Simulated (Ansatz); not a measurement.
# BClFHSe: the cost of one run

The runs use Ansatz 0.2.0, Gaussian basis; the settings change from run to run.

### Step 1. The geometry

The structure was relaxed beforehand with PBE0-D4 in a triple-zeta def2 set.

SMILES `FB(Cl)[SeH]`, 5 atoms, charge 0, spin multiplicity 1.

Atoms are counted from 1 here; the program's logs count them from 0.

Bond lengths: F1–B2 1.317 Å, B2–Cl3 1.748 Å, B2–Se4 1.936 Å, Se4–H5 1.466 Å. Angles: F1–B2–Cl3 118.6°, F1–B2–Se4 117.5°, Cl3–B2–Se4 123.8°, B2–Se4–H5 94.2°.

Coordinates:

```
F     1.3970   -1.2640    0.0261
B     0.3316   -0.4957    0.1220
Cl   -0.9762   -1.0031    1.1655
Se    0.3125    1.1410   -0.9125
H    -1.0149    1.5481   -0.4426
```

### Step 2. r2SCANh/cc-pVTZ-DK

Options: coordinates scaled by 0.96, relativity set to scalar.

in.yaml

```yaml
crystal:
  periodic: [false, false, false]
  atoms:
    - {symbol: F, position_ang: [1.341119, -1.213463, 0.025103]}
    - {symbol: B, position_ang: [0.318292, -0.475848, 0.117123]}
    - {symbol: Cl, position_ang: [-0.937165, -0.963002, 1.118863]}
    - {symbol: Se, position_ang: [0.299980, 1.095403, -0.875953]}
    - {symbol: H, position_ang: [-0.974321, 1.486159, -0.424880]}
basis:
  gaussian: {orbitals: cc-pVTZ-DK}
hamiltonian: {xc: {name: r2SCANh}, pseudopotentials: {relativity: scalar}}
output: {forces: true}
```

Launch:

```
ansatz run in.yaml --threads 2 --pin off --events-out ev --progress --plain --max-ram 32768MiB --backend cpu
```

**Question.** How long does this run take on 2 threads of AMD EPYC 7R13, shared host, and how much memory does it need?

About 4.5 s, with a peak of 0.42 GiB.
